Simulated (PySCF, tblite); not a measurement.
# C₈H₁₁ClSi: geometry, infrared bands and NMR shifts

Aim: predict the infrared bands and NMR shifts of C₈H₁₁ClSi (`C#C[C@@]1(CCl)C=C[SiH2]CC1`).

Computed with tblite 0.8.0 and PySCF 2.14.0, with density-fitted response routines of our own, on a single molecule in the gas phase. Atoms are numbered from 0 throughout.

## 1. The starting structure

21 atoms, charge 0, multiplicity 1; geometry from: force field or distance geometry start.

Bonds of the start (Å): C0–C1 1.22, C1–C2 1.47, C2–C3 1.56, C3–Cl4 1.78, C2–C5 1.54, C5–C6 1.34, C6–Si7 1.85, Si7–C8 1.88, C8–C9 1.54, C9–C2 1.58, C0–H10 1.06, C3–H11 1.10, C3–H12 1.08, C5–H13 1.10, C6–H14 1.08, Si7–H15 1.49, Si7–H16 1.49, C8–H17 1.10, C8–H18 1.09, C9–H19 1.11, C9–H20 1.10.

## 2. Geometry optimisation with GFN2-xTB

The job: settings as JSON, then the geometry in Å.

```
{"job": {"kind": "relax", "xc": "GFN2-xTB", "basis": "xTB"}, "charge": 0, "multiplicity": 1}
C      2.677000    -1.208600     0.563800
C      1.784800    -0.453000     0.220300
C      0.708600     0.468300    -0.180600
C      1.360200     1.847000    -0.527200
Cl     0.218300     3.075600    -1.112100
C      0.063400    -0.142800    -1.443900
C     -1.085700    -0.825000    -1.526100
Si    -2.145000    -1.210200    -0.065000
C     -1.111400    -0.606500     1.382400
C     -0.295700     0.646700     1.022100
H      3.440600    -1.877300     0.857700
H      1.846200     2.258900     0.368600
H      2.128200     1.728700    -1.279100
H      0.636400    -0.006600    -2.368000
H     -1.441700    -1.209300    -2.468800
H     -2.425100    -2.668200     0.047100
H     -3.416900    -0.446200    -0.158100
H     -1.778500    -0.379200     2.224400
H     -0.448900    -1.404100     1.715400
H      0.274100     0.958500     1.917200
H     -0.998000     1.470300     0.809500
```

The run is started by

```console
OMP_NUM_THREADS=1 python probes_run.py task.json out
```

This one command runs all jobs of the session in turn.

**Question.** This job is followed by: GFN2-xTB harmonic vibrations, gas phase; GIAO PBE0/pcSseg-1 NMR shielding, non-relativistic, gas phase. What will the session give for the following? strongest single infrared mode (GFN2-xTB); zero-point energy (GFN2-xTB); ¹³C shifts against TMS (PBE0/pcSseg-1); ¹H shifts against TMS (PBE0/pcSseg-1); ³⁵Cl shifts against HCl (PBE0/pcSseg-1); ²⁹Si shifts against TMS (PBE0/pcSseg-1).

As calculated:

| quantity | value |
| --- | --- |
| strongest single infrared mode (GFN2-xTB) | 2212 cm⁻¹, 360 km/mol |
| zero-point energy (GFN2-xTB) | 99.3 kcal/mol |
| ¹³C shifts against TMS (PBE0/pcSseg-1) | 161.8, 129.6, 89.9, 81.4, 60.9, 41.0, 34.0, 4.8 ppm |
| ¹H shifts against TMS (PBE0/pcSseg-1) | 6.90, 6.20, 4.40, 4.25, 3.86, 3.55, 2.39, 1.85, 1.79, 1.72, 0.99 ppm |
| ³⁵Cl shifts against HCl (PBE0/pcSseg-1) | 63 ppm |
| ²⁹Si shifts against TMS (PBE0/pcSseg-1) | -63.4 ppm |

**Reading.** The optimisation took 101 steps and gained 0.210 eV; among the close pairs (by a distance rule), C2–C9 changed most, from 1.577 to 1.538 Å. No mode is imaginary among the 57: a minimum at this level. The strongest single mode, at 2212 cm⁻¹, moves mainly H16. GFN2-xTB is a fitted tight-binding method: band positions and strengths are rough. Its intensities can rank the bands wrongly. At PBE0/pcSseg-1: The widest tensor belongs to Cl4: span 329 ppm, with a paramagnetic part of -260 ppm.
